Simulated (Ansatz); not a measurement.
TaVN2:

```
Ta V N
1.0
     3.04987    0.00000    0.00000
     0.00000    3.04987    0.00000
     0.00000    0.00000    4.29606
Ta V N
1 1 2
Cartesian
  0.0000 0.0000 0.0000
  1.5249 1.5249 2.1480
  1.5249 1.5249 0.0000
  0.0000 0.0000 2.1480
```

The cell comes from a database or a generator and needn't be the stable form of this composition.

Base run:

| Item | Value |
| --- | --- |
| Program | Ansatz 0.2.0 |
| Functional | LDA |
| Potentials or basis | Ansatz PAW |
| Cutoff | 420 eV (not typed: the program's choice for these potentials) |
| k mesh | 9 × 9 × 6 |
| Occupations | fermi-dirac, width 0.05 eV |
| Spin | collinear spin, ferromagnetic start |
| Starting moments | [0.0, 2.0, 0.0, 0.0] μB |

Its results: band gap on the k mesh none (metal or under the smearing width); pressure -19.3 GPa; net moment 0.17 μB per cell; site moments Ta -0.00; V +0.14; N +0.00 μB.

Q: The run is repeated on the same cell with these changes: functional from LDA to r2SCAN; cutoff from 420 eV (not typed: the program's choice for these potentials) to 500 eV (not typed: the program's choice for these potentials). What comes out?

A: Band gap on the k mesh none (metal or under the smearing width); pressure 1.0 GPa; net moment 1.97 μB per cell; site moments Ta -0.07; V +1.63; N +0.04, +0.06 μB.

Caveats: spin-orbit coupling is left out, which moves the levels of the heavy elements; the PAW data sets come from PBE, with cores solved anew for the run's functional, which leaves a small shift of forces and pressure; the starting moments weren't kept (some runs); the magnetic or orbital state may not be the lowest (some runs).
